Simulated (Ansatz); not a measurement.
**Nudged elastic band run: HC$_{19}$O**

The input (input.yaml):

```yaml
crystal:
  lattice:
    - [7.398, 0.0, 0.0]
    - [-3.699, 6.406856, 0.0]
    - [0.0, 0.0, 13.0]
  atoms:
    - { symbol: C, position: [0.00098924, 0.00630746, 0.07241046] }
    - { symbol: C, position: [0.22413897, 0.11684781, 0.07379477] }
    - { symbol: C, position: [0.001158, 0.33898862, 0.07239438] }
    - { symbol: C, position: [0.22403014, 0.45037468, 0.07334595] }
    - { symbol: C, position: [0.00208275, 0.67272752, 0.08868764] }
    - { symbol: C, position: [0.22844007, 0.78538408, 0.07409931] }
    - { symbol: C, position: [0.33670593, 0.0062263, 0.07252074] }
    - { symbol: C, position: [0.55819328, 0.11705487, 0.07043847] }
    - { symbol: C, position: [0.3352725, 0.33911853, 0.07358009] }
    - { symbol: C, position: [0.55778511, 0.45038439, 0.07338037] }
    - { symbol: C, position: [0.33620819, 0.67262544, 0.07231632] }
    - { symbol: C, position: [0.5577149, 0.784038, 0.07033709] }
    - { symbol: C, position: [0.66855504, 0.0056918, 0.06982552] }
    - { symbol: C, position: [0.89031243, 0.1170831, 0.07036348] }
    - { symbol: C, position: [0.66927994, 0.33897432, 0.07244193] }
    - { symbol: C, position: [0.88935239, 0.44724778, 0.07418909] }
    - { symbol: C, position: [0.66777558, 0.67260945, 0.07226054] }
    - { symbol: C, position: [0.88836043, 0.78543126, 0.07398906] }
    - { symbol: C, position: [0.02151183, 0.71662023, 0.22217415] }
    - { symbol: H, position: [0.11037001, 0.88775968, 0.2345374] }
    - { symbol: O, position: [-0.05076902, 0.58034285, 0.28368292] }
magnetization:
  spin_polarized: true
basis:
  ecutwfc: 420.0
kpoints:
  mp_grid: { grid: [2, 2, 1] }
hamiltonian:
  xc: pbe
  dispersion: d3bj
scf:
  occupations: { method: gaussian, width: 0.02 }
  lower_state_search: "off"
neb:
  images: 5
  f_tol: 0.05
  initial_path: linear
  max_iterations: 17
  final_atoms:
    - { symbol: C, position: [0.00188837, 0.0056918, 0.06982552] }
    - { symbol: C, position: [0.22364576, 0.1170831, 0.07036348] }
    - { symbol: C, position: [0.00261327, 0.33897432, 0.07244193] }
    - { symbol: C, position: [0.22268572, 0.44724778, 0.07418909] }
    - { symbol: C, position: [0.00110891, 0.67260945, 0.07226054] }
    - { symbol: C, position: [0.22169376, 0.78543126, 0.07398906] }
    - { symbol: C, position: [0.33432257, 0.00630746, 0.07241046] }
    - { symbol: C, position: [0.5574723, 0.11684781, 0.07379477] }
    - { symbol: C, position: [0.33449133, 0.33898862, 0.07239438] }
    - { symbol: C, position: [0.55736347, 0.45037468, 0.07334595] }
    - { symbol: C, position: [0.33541608, 0.67272752, 0.08868764] }
    - { symbol: C, position: [0.5617734, 0.78538408, 0.07409931] }
    - { symbol: C, position: [0.67003926, 0.0062263, 0.07252074] }
    - { symbol: C, position: [0.89152661, 0.11705487, 0.07043847] }
    - { symbol: C, position: [0.66860583, 0.33911853, 0.07358009] }
    - { symbol: C, position: [0.89111844, 0.45038439, 0.07338037] }
    - { symbol: C, position: [0.66954152, 0.67262544, 0.07231632] }
    - { symbol: C, position: [0.89104823, 0.784038, 0.07033709] }
    - { symbol: C, position: [0.35484516, 0.71662023, 0.22217415] }
    - { symbol: H, position: [0.44370334, 0.88775968, 0.2345374] }
    - { symbol: O, position: [0.28256431, 0.58034285, 0.28368292] }
  order_check: false
```

Run as:

```bash
$ ansatz run input.yaml --threads 2 --pin off --max-ram 5120MiB --backend cpu --events-out ev --progress --plain --runs-dir out
```

Output, in part (warnings, iteration lines):

```
NEB end point (image 0): max|allowed force component| = 1.178e-2 eV/Å (the criterion of neb.relax_end_points is 1.000e-2)
NEB end point (image 6): max|allowed force component| = 1.178e-2 eV/Å (the criterion of neb.relax_end_points is 1.000e-2)
NEB iter   1: max|band force component| = 2.115e0 eV/Å  barrier→ = 0.8107 eV  barrier← = 0.8107 eV  Δτ_max = 0.2000 Å  (77 SCF iters)
NEB iter   2: max|band force component| = 8.677e-1 eV/Å  barrier→ = 0.4643 eV  barrier← = 0.4643 eV  Δτ_max = 0.1694 Å  (45 SCF iters)
NEB iter   3: max|band force component| = 6.888e-1 eV/Å  barrier→ = 0.3593 eV  barrier← = 0.3593 eV  Δτ_max = 0.2000 Å  (43 SCF iters)
NEB iter   4: max|band force component| = 7.828e-1 eV/Å  barrier→ = 0.3081 eV  barrier← = 0.3081 eV  Δτ_max = 0.0892 Å  (43 SCF iters)
NEB iter   5: max|band force component| = 1.077e0 eV/Å  barrier→ = 0.2864 eV  barrier← = 0.2864 eV  Δτ_max = 0.0451 Å  (40 SCF iters)
NEB iter   6: max|band force component| = 8.303e-1 eV/Å  barrier→ = 0.2460 eV  barrier← = 0.2460 eV  Δτ_max = 0.0453 Å  (38 SCF iters)
NEB iter   7: max|band force component| = 4.537e-1 eV/Å  barrier→ = 0.2295 eV  barrier← = 0.2295 eV  CI = image 3  Δτ_max = 0.0454 Å  (42 SCF iters)
NEB iter   8: max|band force component| = 5.850e-1 eV/Å  barrier→ = 0.2271 eV  barrier← = 0.2271 eV  CI = image 3  Δτ_max = 0.0226 Å  (39 SCF iters)
NEB iter   9: max|band force component| = 4.660e-1 eV/Å  barrier→ = 0.2211 eV  barrier← = 0.2211 eV  CI = image 3  Δτ_max = 0.0226 Å  (36 SCF iters)
NEB iter  10: max|band force component| = 2.653e-1 eV/Å  barrier→ = 0.2198 eV  barrier← = 0.2198 eV  CI = image 3  Δτ_max = 0.0225 Å  (35 SCF iters)
NEB iter  11: max|band force component| = 9.200e-2 eV/Å  barrier→ = 0.2197 eV  barrier← = 0.2197 eV  CI = image 3  Δτ_max = 0.0448 Å  (35 SCF iters)
NEB iter  12: max|band force component| = 1.772e-1 eV/Å  barrier→ = 0.2196 eV  barrier← = 0.2196 eV  CI = image 3  Δτ_max = 0.0225 Å  (35 SCF iters)
NEB iter  13: max|band force component| = 9.213e-2 eV/Å  barrier→ = 0.2194 eV  barrier← = 0.2194 eV  CI = image 3  Δτ_max = 0.0224 Å  (35 SCF iters)
NEB iter  14: max|band force component| = 6.399e-2 eV/Å  barrier→ = 0.2194 eV  barrier← = 0.2194 eV  CI = image 3  Δτ_max = 0.0224 Å  (31 SCF iters)
NEB iter  15: max|band force component| = 4.134e-2 eV/Å  barrier→ = 0.2194 eV  barrier← = 0.2194 eV  CI = image 3  Δτ_max = 0.0000 Å  (29 SCF iters)
```

The run converged. The order of the stationary point at the top wasn't checked. Limits of this set-up: coarse k mesh, slab without dipole correction.

Final band:

| image | path coordinate (Å) | energy (eV) |
| --- | --- | --- |
| 0 | 0.00 | 0.000 |
| 1 | 0.95 | 0.040 |
| 2 | 1.91 | 0.051 |
| 3 | 2.86 | 0.219 |
| 4 | 3.78 | 0.059 |
| 5 | 4.70 | 0.049 |
| 6 | 5.61 | 0.000 |

The run took 6.1 min on 2 threads of Arm Neoverse V2, on a shared host, peak memory 1.8 GiB.
